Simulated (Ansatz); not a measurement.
**H2Br (doublet): the correlation ladder at distance H1–H2 along a hydrogen transfer = 0.693 Å, 6-31G**

How much of the correlation energy of H2Br (doublet) does each wave-function method recover here?

Computed with Ansatz 0.2.0, Gaussian basis. Level: 6-31G, core rule «outside noble gas», up to 14 orbitals frozen.

Plan: UHF; CCSD(T) on ROHF; CCSD(T) on UHF; BCCD(T) on ROHF; CISD; CCSDT(Q) on ROHF; CCSDT(Q) on UHF; CASSCF and MRCISD+Q, 3 electrons in 3 orbitals; CASSCF and NEVPT2, 3 electrons in 3 orbitals; CASSCF and MRCISD+Q, 9 electrons in 6 orbitals; CASSCF and NEVPT2, 9 electrons in 6 orbitals; Full CI.

7 further runs of the same task are left out: 6 that didn't finish, 1 set aside as unsound or not needed.

### 1 The system

The geometry derives from fragments relaxed apart (PBE0/def2-TZVP) and kept rigid, so it is no stationary point. A hydrogen atom is moved between rigid fragments. No spin-orbit coupling is included. The filled d shell of Br may be among the frozen orbitals whatever the setting's name suggests; the logs give the count.

3 atoms, charge 0, spin multiplicity 2.

Atoms are counted from 1 here; the program's logs count them from 0.

Bond lengths: H1–H2 0.693 Å.

As a file:

```
H     0.0000    0.0000   -1.0947
H     0.0000    0.0000   -0.4017
Br    0.0000    0.0000    1.4963
```

### 2 UHF

File in.yaml:

```yaml
crystal:
  periodic: [false, false, false]
  atoms:
    - {symbol: H, position_ang: [0.000000, 0.000000, -1.094667]}
    - {symbol: H, position_ang: [0.000000, 0.000000, -0.401667]}
    - {symbol: Br, position_ang: [0.000000, 0.000000, 1.496333]}
basis:
  gaussian: {orbitals: 6-31G}
magnetization: {spin_polarized: true, initial_magnetization: 1}
hamiltonian: {xc: hf}
output: {orbitals: {seedname: orbitals}}
```

The run is started by

```console
ansatz run in.yaml --threads 1 --pin off --events-out ev --progress --plain --max-ram 2393MiB
```

Further steps of the session: CCSD(T) on ROHF; CCSD(T) on UHF; BCCD(T) on ROHF; CISD; CCSDT(Q) on ROHF; CCSDT(Q) on UHF; CASSCF and MRCISD+Q, 3 electrons in 3 orbitals; CASSCF and NEVPT2, 3 electrons in 3 orbitals; CASSCF and MRCISD+Q, 9 electrons in 6 orbitals; CASSCF and NEVPT2, 9 electrons in 6 orbitals; Full CI.

Q: Predict the results of all the runs planned. Wanted: FCI below the RHF energy; RMP2 from FCI; UMP2 from FCI; RCCSD from FCI; RCCSD(T) from FCI; UCCSD(T) from FCI; RCCSDT(Q) from FCI; UCCSDT(Q) from FCI; NEVPT2 pair from FCI.

The runs gave:

```
                         quantity                                                                                                                                          value
         FCI below the RHF energy                                                                                                                                     -1.6245 eV
                    RMP2 from FCI                                                                                                                                 +8.25 kcal/mol
                    UMP2 from FCI                                                                                                                                 +8.00 kcal/mol
                   RCCSD from FCI                                                                                                                                 +0.35 kcal/mol
                RCCSD(T) from FCI                                                                                                                                 +0.06 kcal/mol
                UCCSD(T) from FCI                                                                                                                                 +0.05 kcal/mol
               RCCSDT(Q) from FCI                                                                                                                                  0.00 kcal/mol
               UCCSDT(Q) from FCI                                                                                                                                 -0.01 kcal/mol
             NEVPT2 pair from FCI                                                                                                                                 +5.42 kcal/mol
           MRCISD+Q pair from FCI                                                                                                                                 +0.37 kcal/mol
          NEVPT2 valence from FCI                                                                                                                                 +7.44 kcal/mol
levels within 1 kcal/mol (43 meV)  RCCSD, UCCSD, RCCSD(T), UCCSD(T), BCCD(T), RCCSDT, UCCSDT, RCCSDT(Q), UCCSDT(Q), MRCISD pair, MRCISD+Q pair, MRCISD valence, MRCISD+Q valence
                    T1 diagnostic                                                                                                                                          0.014
   effectively unpaired electrons                                                                                                                                           1.01
```

In words: RCCSD(T) misses by +0.06 kcal/mol, 0.1 % of the correlation energy. One determinant dominates. Of the multireference levels listed MRCISD+Q valence comes nearest in total energy (+0.36 kcal/mol), which doesn't show that its space is the better one. These misses are within one basis, not against nature; the frozen cores of restricted and unrestricted runs differ, which can shift their rows.
